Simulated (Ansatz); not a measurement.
# CH10FNSi3: the cost of one run

All numbers below are computed with Ansatz 0.2.0 (RKS PBE-D4/def2-SVP).

1 further run of the same task is left out (it didn't finish).

## Step 1: Starting point

Bond lengths (14 of 15 bonds, heavy atoms first): N1–Si2 1.706 Å, Si2–Si3 2.316 Å, Si2–Si4 2.394 Å, Si2–C5 1.857 Å, C5–F6 1.350 Å, N1–H7 1.065 Å, N1–H8 1.011 Å, Si3–H9 1.476 Å, Si3–H10 1.530 Å, Si3–H11 1.457 Å, Si4–H12 1.436 Å, Si4–H13 1.538 Å, Si4–H14 1.456 Å, C5–H15 1.075 Å. Angles (14 of 27 angles, heavy atoms first): N1–Si2–Si3 111.9°, N1–Si2–Si4 113.9°, N1–Si2–C5 114.9°, Si3–Si2–Si4 102.8°, Si3–Si2–C5 106.0°, Si4–Si2–C5 106.3°, Si2–C5–F6 108.8°, Si2–N1–H7 108.4°, Si2–N1–H8 107.8°, Si2–Si3–H9 108.3°, Si2–Si3–H10 109.3°, Si2–Si3–H11 111.1°, Si2–Si4–H12 109.2°, Si2–Si4–H13 103.5°.

Coordinates:

```xyz
16

N    -1.4681   -0.4413    1.4109
Si   -0.3145   -0.0401    0.2199
Si    0.5862   -1.9249   -0.7797
Si    1.6191    1.0775    1.0809
C    -0.9562    1.0183   -1.1650
F    -2.0993    0.4752   -1.6354
H    -1.8855    0.4608    1.7932
H    -2.2631   -0.8555    0.9443
H     1.5728   -1.4886   -1.7873
H     1.3538   -2.7343    0.2668
H    -0.4581   -2.7636   -1.3541
H     2.5016    1.3985   -0.0055
H     1.0469    2.3690    1.6880
H     2.2134    0.2513    2.1226
H    -0.2578    1.1129   -1.9763
H    -1.2142    2.0623   -0.7788
```

## Step 2: End point A

Contents of input.yaml:

```yaml
crystal:
  periodic: [false, false, false]
  atoms:
    - { symbol: "N", position_ang: [-1.4681, -0.4413, 1.4109] }
    - { symbol: Si, position_ang: [-0.3145, -0.0401, 0.2199] }
    - { symbol: Si, position_ang: [0.5862, -1.9249, -0.7797] }
    - { symbol: Si, position_ang: [1.6191, 1.0775, 1.0809] }
    - { symbol: C, position_ang: [-0.9562, 1.0183, -1.165] }
    - { symbol: F, position_ang: [-2.0993, 0.4752, -1.6354] }
    - { symbol: H, position_ang: [-1.8855, 0.4608, 1.7932] }
    - { symbol: H, position_ang: [-2.2631, -0.8555, 0.9443] }
    - { symbol: H, position_ang: [1.5728, -1.4886, -1.7873] }
    - { symbol: H, position_ang: [1.3538, -2.7343, 0.2668] }
    - { symbol: H, position_ang: [-0.4581, -2.7636, -1.3541] }
    - { symbol: H, position_ang: [2.5016, 1.3985, -0.0055] }
    - { symbol: H, position_ang: [1.0469, 2.369, 1.688] }
    - { symbol: H, position_ang: [2.2134, 0.2513, 2.1226] }
    - { symbol: H, position_ang: [-0.2578, 1.1129, -1.9763] }
    - { symbol: H, position_ang: [-1.2142, 2.0623, -0.7788] }
basis:
  gaussian: { orbitals: def2-SVP }
hamiltonian:
  xc: pbe
  dispersion: d4
relax:
  f_tol: 0.015
  max_steps: 40
```

The run is started by

```console
ansatz run input.yaml --threads 2 --pin off --max-ram 3072MiB --backend cpu --events-out ev --progress --plain --runs-dir out
```

**Question.** How long does this run take on 2 threads of Intel Xeon Platinum 8259CL at 2.50GHz (Skylake/Cascade Lake), shared host, and how much memory does it need?

About 92 s, with a peak of 0.23 GiB.
